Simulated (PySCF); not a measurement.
# CH8N2Si: electronic excitations and core binding energies

What electronic excitations and core binding energies should CH8N2Si (`CN[SiH2]N`) show?

Programs: PySCF 2.14.0, with density-fitted response routines of our own. Each step states its level of theory. These are calculated values for one molecule in the gas phase, unless marked as measured. Atoms count from 0, in the outputs and in this text.

## 1. The molecule as given

12 atoms, charge 0, multiplicity 1; geometry from: GFN2-xTB.

Bonds of the start (Å): C0–N1 1.44, N1–Si2 1.72, Si2–N3 1.73, C0–H4 1.09, C0–H5 1.10, C0–H6 1.09, N1–H7 1.01, Si2–H8 1.47, Si2–H9 1.47, N3–H10 1.01, N3–H11 1.01.

## 2. Excited states and response: CAM-B3LYP/def2-SVPD

What the job is given:

```
{"job": {"kind": "uv", "xc": "CAM-B3LYP", "basis": "def2-SVPD", "nstates": 8, "ntriplets": 3}, "charge": 0, "multiplicity": 1}
C     -1.873369    -0.202666     0.429855
N     -0.488390    -0.541249     0.227341
Si     0.728631     0.645203    -0.025869
N      2.155469    -0.304797    -0.221204
H     -2.511885    -1.051523     0.174233
H     -2.093420     0.093947     1.462622
H     -2.128461     0.631316    -0.220190
H     -0.222146    -1.352702     0.765705
H      1.049840     1.553242     1.084816
H      0.260537     1.422128    -1.183585
H      3.015859     0.194166    -0.371754
H      2.108534    -1.087750    -0.853839
```

Level: TDDFT CAM-B3LYP/def2-SVPD, vertical, gas phase, core orbitals frozen in the response.

Launch:

```bash
$ OMP_NUM_THREADS=1 python probes_run.py task.json out
```

One launch serves the whole session: the jobs run in the order shown.

**Question.** This job is followed by: delta-SCF UKS SCAN, pcX-2 on the ionised atom, pcseg-1 elsewhere, spin-free X2C. Predict these results of the whole session: lowest singlet (CAM-B3LYP/def2-SVPD); brightest single state of those computed; lowest triplet; N1s binding energies, SCAN/pcX-2; C1s binding energies, SCAN/pcX-2; Si1s binding energies, SCAN/pcX-2; Si2p binding energies, SCAN/pcX-2.

As calculated:

| quantity | value |
| --- | --- |
| lowest singlet (CAM-B3LYP/def2-SVPD) | 6.10 eV (203 nm), f = 0.004 |
| brightest single state of those computed | state 5, 7.39 eV, f = 0.034 |
| lowest triplet | 5.86 eV |
| N1s binding energies, SCAN/pcX-2 | N3 404.50, N1 404.22 eV |
| C1s binding energies, SCAN/pcX-2 | C0 291.48 eV |
| Si1s binding energies, SCAN/pcX-2 | Si2 1846.61 eV |
| Si2p binding energies, SCAN/pcX-2 | Si2 106.89 eV |

In words: The first singlet state (HOMO→LUMO+1 0.72, HOMO→LUMO 0.19) lies at 6.10 eV and is weak; of the 8 states computed, the strongest absorption comes from states 4 to 5 together at 7.39 eV. The lowest triplet lies 0.25 eV below the lowest singlet (triplets in Tamm-Dancoff, singlets in full TDDFT). The N1s levels kept as sound span 0.27 eV, from N1 (nitrogen bonded to C, Si, H) up to N3 (nitrogen bonded to Si, 2 H).
